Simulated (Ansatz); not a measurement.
# C2H8OSSi: a ladder of functionals and wavefunction methods

Aim: compute C2H8OSSi with functionals from several rungs and with coupled cluster. The yardstick is the atomisation energy at the CCSD(T) limit.

Computed with Ansatz 0.2.0, Gaussian basis. Level: functionals in def2-TZVPP, the program's frozen cores in correlated methods.

Plan: LDA (SPW92), PBE-D4, revPBE-D4, BLYP-D4, r2SCAN-D4, B97M-V, PBE0-D4, B3LYP-D4, r2SCANh-D4, r2SCAN0-D4, HSE06-D4, BHLYP-D4, CAM-B3LYP-D4, LC-ωPBE, ωB97X-V, ωB97M-V, B2PLYP, PBE-QIDH; CCSD(T)/def2-SVP; CCSD(T)/def2-TZVPP; MP2/def2-QZVPP; extrapolation to the limit; RPA on PBE.

## 1. Structure used throughout

The geometry comes from an earlier relaxation with PBE0-D4 in a triple-zeta def2 set; it is a stationary point, not always the lowest conformer.

13 atoms, charge 0, spin multiplicity 1.

Atoms are counted from 1 here; the program's logs count them from 0.

Bond lengths: C1–O2 1.408 Å, C1–H6 1.096 Å, C1–H7 1.091 Å, C1–H8 1.096 Å, O2–Si3 1.644 Å, Si3–C4 1.864 Å, Si3–H9 1.489 Å, Si3–H10 1.493 Å, C4–S5 1.813 Å, C4–H11 1.092 Å, C4–H12 1.093 Å, S5–H13 1.343 Å. Angles: O2–C1–H6 111.5°, O2–C1–H7 108.3°, O2–C1–H8 111.4°, H6–C1–H7 108.5°, H6–C1–H8 108.6°, H7–C1–H8 108.4°, C1–O2–Si3 123.3°, O2–Si3–C4 106.0°, O2–Si3–H9 110.5°, O2–Si3–H10 110.0°, C4–Si3–H9 110.7°, C4–Si3–H10 110.8°, H9–Si3–H10 108.8°, Si3–C4–S5 111.4°, Si3–C4–H11 112.0°, Si3–C4–H12 108.8°, S5–C4–H11 110.9°, S5–C4–H12 106.0° and more.

## 2. LDA

This LDA is Slater exchange with PW92 correlation.

in.yaml reads:

```yaml
crystal:
  periodic: [false, false, false]
  atoms:
    - {symbol: C, position_ang: [-2.082418, 0.131289, -0.668019]}
    - {symbol: O, position_ang: [-0.912374, -0.133095, 0.069281]}
    - {symbol: Si, position_ang: [0.588063, -0.169896, -0.602695]}
    - {symbol: C, position_ang: [1.780792, -0.387707, 0.813556]}
    - {symbol: S, position_ang: [1.577062, 0.916690, 2.056103]}
    - {symbol: H, position_ang: [-2.026401, 1.101731, -1.174534]}
    - {symbol: H, position_ang: [-2.926777, 0.149667, 0.022988]}
    - {symbol: H, position_ang: [-2.266381, -0.645214, -1.419226]}
    - {symbol: H, position_ang: [0.862555, 1.098115, -1.332586]}
    - {symbol: H, position_ang: [0.691006, -1.308053, -1.562712]}
    - {symbol: H, position_ang: [1.698414, -1.376907, 1.269540]}
    - {symbol: H, position_ang: [2.801009, -0.285538, 0.433501]}
    - {symbol: H, position_ang: [0.235850, 0.874220, 2.109804]}
basis:
  gaussian: {orbitals: def2-TZVPP}
hamiltonian: {xc: lda}
output: {orbitals: {seedname: orbitals}}
```

The runs that follow: PBE-D4 (GGA); revPBE-D4 (GGA); BLYP-D4 (GGA); r2SCAN-D4 (meta-GGA); B97M-V (meta-GGA); PBE0-D4 (hybrid); B3LYP-D4 (hybrid); r2SCANh-D4 (hybrid); r2SCAN0-D4 (hybrid); HSE06-D4 (hybrid); BHLYP-D4 (hybrid); CAM-B3LYP-D4 (range-separated); LC-ωPBE (range-separated); ωB97X-V (range-separated); ωB97M-V (range-separated); B2PLYP (double hybrid); PBE-QIDH (double hybrid); CCSD(T) in def2-SVP; CCSD(T) in def2-TZVPP; MP2 in def2-QZVPP; RPA on PBE orbitals.

Q: Predict the results of all the runs planned. Wanted: atomisation energy, CCSD(T)/CBS; farthest beyond LDA; mean size of error, GGA; mean size of error, meta-GGA; mean size of error, hybrid; mean size of error, range-separated; mean size of error, double hybrid; gap, smallest and largest; T1 diagnostic.

**Answer**, as computed:

| quantity | value |
| --- | --- |
| atomisation energy, CCSD(T)/CBS | 48.006 eV |
| functionals within 0.240 eV (0.5 %) | r2SCAN-D4, B97M-V, PBE0-D4, B3LYP-D4, HSE06-D4, CAM-B3LYP-D4, ωB97X-V, ωB97M-V |
| farthest beyond LDA | BHLYP-D4 (-1.269 eV) |
| mean size of error, GGA | 0.462 eV |
| mean size of error, meta-GGA | 0.038 eV |
| mean size of error, hybrid | 0.434 eV |
| mean size of error, range-separated | 0.204 eV |
| mean size of error, double hybrid | 0.571 eV |
| gap, smallest and largest | 4.74 eV (LDA (SPW92)), 11.90 eV (LC-ωPBE) |
| T1 diagnostic | 0.0109 |
| triples share of the correlation energy | 3.8 % |

In words: The LDA atomisation energy is off by 6.461 eV (13 %): it overbinds. PBE-D4 misses by +0.451 eV. Double hybrids carry the basis error of their MP2 part in triple zeta, and no dispersion term here, so their miss is partly the set-up's. The rungs meta-GGA, range-separated miss on average by less than the doubt on the reference (0.240 eV), so they tie. Misses under about 0.240 eV are within the doubt on the reference itself, which lacks core-valence correlation, relativity and higher excitations. Hartree-Fock recovers 73 % of the binding; the rest is correlation. CCSD(T) in def2-SVP is off by -2.980 eV, so the small basis spoils what the method gains. The gap grows from 4.7 to 11.9 eV across the functionals, mostly with the share of exact exchange.
